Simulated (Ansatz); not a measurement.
# TiH₂ (singlet): wave-function methods side by side at distance Ti1–H2 = 1.641 Å, def2-TZVP

One table from this session's results is given with a row withheld; the runs are named, their logs left out.

The runs use Ansatz 0.2.0, Gaussian basis; def2-TZVP, core rule «outside noble gas», up to 9 orbitals frozen.

The runs, in order: UHF; CCSD(T) on RHF; CCSD(T) on UHF; CISD; CCSDT(Q) on RHF; CCSDT(Q) on UHF; CCSDTQ on RHF; CASSCF and MRCISD+Q, 2 electrons in 2 orbitals; CASSCF and NEVPT2, 2 electrons in 2 orbitals; CASSCF and MRCISD+Q, 6 electrons in 8 orbitals; CASSCF and NEVPT2, 6 electrons in 8 orbitals; Full CI.

6 further runs of the same task are left out: 6 for a known fault of the program.

### What is computed

The geometry derives from a PBE0/def2-TZVP stationary point (not a proven minimum). One bond is set to the value named and the two fragments are kept rigid.

3 atoms, charge 0, spin multiplicity 1.

Atoms are counted from 1 here; the program's logs count them from 0.

Bond lengths: Ti1–H2 1.641 Å, Ti1–H3 1.847 Å. Angles: H2–Ti1–H3 180.0°.

The first run:

in.yaml reads:

```yaml
crystal:
  periodic: [false, false, false]
  atoms:
    - {symbol: Ti, position_ang: [0.000000, 0.000000, -0.068800]}
    - {symbol: H, position_ang: [0.000000, 0.000000, -1.709800]}
    - {symbol: H, position_ang: [0.000000, 0.000000, 1.778600]}
basis:
  gaussian: {orbitals: def2-TZVP}
magnetization: {spin_polarized: true, initial_magnetization: 0}
hamiltonian: {xc: hf}
output: {orbitals: {seedname: orbitals}}
```

Run with:

```sh
> ansatz run in.yaml --threads 1 --pin off --events-out ev --progress --plain --max-ram 2816MiB --backend cpu
```

Steps of the session up to this table: UHF; CCSD(T) on RHF; CCSD(T) on UHF; CISD; CCSDT(Q) on RHF; CCSDT(Q) on UHF; CCSDTQ on RHF; CASSCF and MRCISD+Q, 2 electrons in 2 orbitals; CASSCF and NEVPT2, 2 electrons in 2 orbitals; CASSCF and MRCISD+Q, 6 electrons in 8 orbitals; CASSCF and NEVPT2, 6 electrons in 8 orbitals; Full CI.

One of the session's tables, all rows but one given; the rest of the session is left out.

```
   method  from FCI (meV)
      RHF         +3177.7
     RMP2         +1165.1
     CISD          +521.0
    RCCSD          +294.2
 RCCSD(T)               ?
   RCCSDT           +30.6
RCCSDT(Q)            +6.3
  RCCSDTQ            +1.3
      FCI               0
```

Estimate the missing values for RCCSD(T).

**Answer.** from FCI (meV): +160.0. In the column «from FCI (meV)» it lies between RCCSDT (+30.6) and RCCSD (+294.2).

Left out of the table: CASSCF pair, NEVPT2 pair, MRCISD pair, MRCISD+Q pair, CASSCF valence, NEVPT2 valence, MRCISD valence, MRCISD+Q valence (the active space lost an orbital or holds another state than full CI finds).

To keep in mind: Left out of the table: UHF, UMP2, UCCSD, UCCSD(T), UCCSDT, UCCSDT(Q) (another determinant or state than the rows shown).
